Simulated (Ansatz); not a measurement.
# BFGeH₄O: up Jacob's ladder to CCSD(T)

The task here is to estimate one member of a computed series from the others.

Method: functionals in def2-TZVPP, the program's frozen cores in correlated methods; program: Ansatz 0.2.0, Gaussian basis.

The runs, in order: LDA (SPW92), PBE-D4, revPBE-D4, BLYP-D4, r2SCAN-D4, B97M-V, PBE0-D4, B3LYP-D4, r2SCANh-D4, r2SCAN0-D4, HSE06-D4, BHLYP-D4, CAM-B3LYP-D4, LC-ωPBE, ωB97X-V, ωB97M-V, B2PLYP, PBE-QIDH; CCSD(T)/def2-SVP; CCSD(T)/def2-TZVPP; MP2/def2-QZVPP; extrapolation to the limit; RPA on PBE.

## Structure used throughout

All runs share one geometry, relaxed beforehand with PBE0-D4 in a triple-zeta def2 set.

SMILES `B[O][GeH2][F]`, 8 atoms, charge 0, spin multiplicity 1.

Atoms are counted from 1 here; the program's logs count them from 0.

Bond lengths: B1–O2 1.348 Å, B1–H5 1.199 Å, B1–H6 1.206 Å, O2–Ge3 1.778 Å, Ge3–F4 1.730 Å, Ge3–H7 1.530 Å, Ge3–H8 1.527 Å. Angles: O2–B1–H5 117.8°, O2–B1–H6 120.5°, H5–B1–H6 121.7°, B1–O2–Ge3 124.8°, O2–Ge3–F4 105.1°, O2–Ge3–H7 110.2°, O2–Ge3–H8 107.2°, F4–Ge3–H7 107.4°, F4–Ge3–H8 107.4°, H7–Ge3–H8 118.7°.

The first run:

The input, in.yaml:

```yaml
crystal:
  periodic: [false, false, false]
  atoms:
    - {symbol: B, position_ang: [-0.657511, 1.393284, -0.276244]}
    - {symbol: O, position_ang: [-0.845314, 0.064427, -0.151731]}
    - {symbol: Ge, position_ang: [0.422372, -1.104589, 0.281173]}
    - {symbol: F, position_ang: [1.042345, -1.678679, -1.228085]}
    - {symbol: H, position_ang: [-1.592497, 2.061049, -0.617630]}
    - {symbol: H, position_ang: [0.418384, 1.884549, -0.039306]}
    - {symbol: H, position_ang: [1.569046, -0.396209, 1.006171]}
    - {symbol: H, position_ang: [-0.264526, -2.281032, 0.969951]}
basis:
  gaussian: {orbitals: def2-TZVPP}
hamiltonian: {xc: lda}
output: {orbitals: {seedname: orbitals}}
```

Launch:

```
$ ansatz run in.yaml --threads 2 --pin off --events-out ev --progress --plain --max-ram 4352MiB
```

Among the steps run: LDA; PBE-D4 (GGA); revPBE-D4 (GGA); BLYP-D4 (GGA); r2SCAN-D4 (meta-GGA); B97M-V (meta-GGA); PBE0-D4 (hybrid); B3LYP-D4 (hybrid); r2SCANh-D4 (hybrid); r2SCAN0-D4 (hybrid); HSE06-D4 (hybrid); BHLYP-D4 (hybrid); CAM-B3LYP-D4 (range-separated); LC-ωPBE (range-separated); ωB97X-V (range-separated); ωB97M-V (range-separated); B2PLYP (double hybrid); PBE-QIDH (double hybrid).

One of the session's tables, all rows but one given; the rest of the session is left out.

It belongs to the step «Frontier levels by functional». 

```
  functional  HOMO (eV)  gap (eV)
 LDA (SPW92)      -7.14      5.16
      PBE-D4      -7.07      5.38
   revPBE-D4      -7.03      5.46
     BLYP-D4      -7.02      5.46
   r2SCAN-D4      -7.39      6.11
      B97M-V      -7.51      6.10
     PBE0-D4      -8.53      7.87
    B3LYP-D4          ?         ?
  r2SCANh-D4      -7.93      7.01
  r2SCAN0-D4      -8.74      8.34
    HSE06-D4      -8.12      7.08
    BHLYP-D4      -9.97     10.30
CAM-B3LYP-D4     -10.00     10.40
     LC-ωPBE     -11.33     12.98
     ωB97X-V     -11.00     12.53
     ωB97M-V     -10.87     12.11
```

Estimate the missing values for B3LYP-D4.

Worked estimate for «HOMO (eV)». Against the share of exact exchange, BLYP-D4 (0, -7.02), BHLYP-D4 (0.5, -9.97) give a slope of -5.90 per unit share; at 0.2 the line stands at -8.20.

As computed: HOMO (eV): -8.34; gap (eV): 7.43. In «HOMO (eV)» the line misses by +0.14.
